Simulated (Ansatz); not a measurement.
**GaAs+ (quartet): the correlation ladder, cc-pVTZ**

One table from this session's results is given with a row withheld; the runs are named, their logs left out.

Method: cc-pVTZ, core rule «outside noble gas», up to 28 orbitals frozen; program: Ansatz 0.2.0, Gaussian basis.

Plan: UHF; CCSD(T) on ROHF; CCSD(T) on UHF; BCCD(T) on ROHF; CISD as a restricted active space (open shells left free, so some higher excitations enter); CCSDT(Q) on ROHF; CCSDT(Q) on UHF; CASSCF and MRCISD+Q, 7 electrons in 8 orbitals; CASSCF and NEVPT2, 7 electrons in 8 orbitals.

12 further runs of the same task are left out: 2 for a known fault of the program, 4 that didn't finish, 6 set aside as unsound or not needed. Runs told in other sessions of the task aren't counted.

## What is computed

The geometry is a PBE0/def2-TZVP stationary point (not a proven minimum) of the parent state, kept for this charge and spin. No spin-orbit coupling is included. The filled d shell of Ga, As may be among the frozen orbitals whatever the setting's name suggests.

2 atoms, charge 1, spin multiplicity 4.

Atoms are counted from 1 here; the program's logs count them from 0.

Bond lengths: Ga1–As2 2.585 Å.

Set-up of the first run:

Contents of in.yaml:

```yaml
crystal:
  periodic: [false, false, false]
  atoms:
    - {symbol: Ga, position_ang: [0.000000, 0.000000, 0.000000]}
    - {symbol: As, position_ang: [0.000000, 0.000000, 2.585100]}
basis:
  gaussian: {orbitals: cc-pVTZ}
total_charge: 1
magnetization: {spin_polarized: true, initial_magnetization: 3}
hamiltonian: {xc: hf}
output: {orbitals: {seedname: orbitals}}
```

The run is started by

```bash
$ ansatz run in.yaml --threads 1 --pin off --events-out ev --progress --plain --max-ram 2393MiB
```

Among the steps run: UHF; CCSD(T) on ROHF; CCSD(T) on UHF; BCCD(T) on ROHF; CISD as a restricted active space (open shells left free, so some higher excitations enter); CCSDT(Q) on ROHF; CCSDT(Q) on UHF; CASSCF and MRCISD+Q, 7 electrons in 8 orbitals; CASSCF and NEVPT2, 7 electrons in 8 orbitals.

One of the session's tables, all rows but one given; the rest of the session is left out.

| method | from UCCSDT(Q) (meV) |
| --- | --- |
| ROHF | +3930.6 |
| UHF | ? |
| RMP2 | +860.1 |
| UMP2 | +845.8 |
| RCCSD | +197.4 |
| UCCSD | +174.8 |
| RCCSD(T) | +53.4 |
| UCCSD(T) | +34.2 |
| BCCD(T) | +52.9 |
| RCCSDT | +25.5 |
| UCCSDT | +6.2 |
| RCCSDT(Q) | +19.4 |
| UCCSDT(Q) | 0 |
| CASSCF valence | +2765.9 |
| NEVPT2 valence | +577.6 |
| MRCISD valence | +181.8 |
| MRCISD+Q valence | +24.4 |

Q: Estimate the row for UHF from the others.

**Answer.** from UCCSDT(Q) (meV): +3765.8. In the column «from UCCSDT(Q) (meV)» it lies between CASSCF valence (+2765.9) and ROHF (+3930.6).

Not comparable, so not listed: CISD as a restricted active space (open shells left free, so some higher excitations enter) (they don't share determinant, frozen orbitals or solution with the rows shown, or repeat one).

Caveats from the session: Restricted and unrestricted rows rest on different reference determinants; a gap between their highest levels can come from leftover correlation error, from unlike frozen cores or from another state.
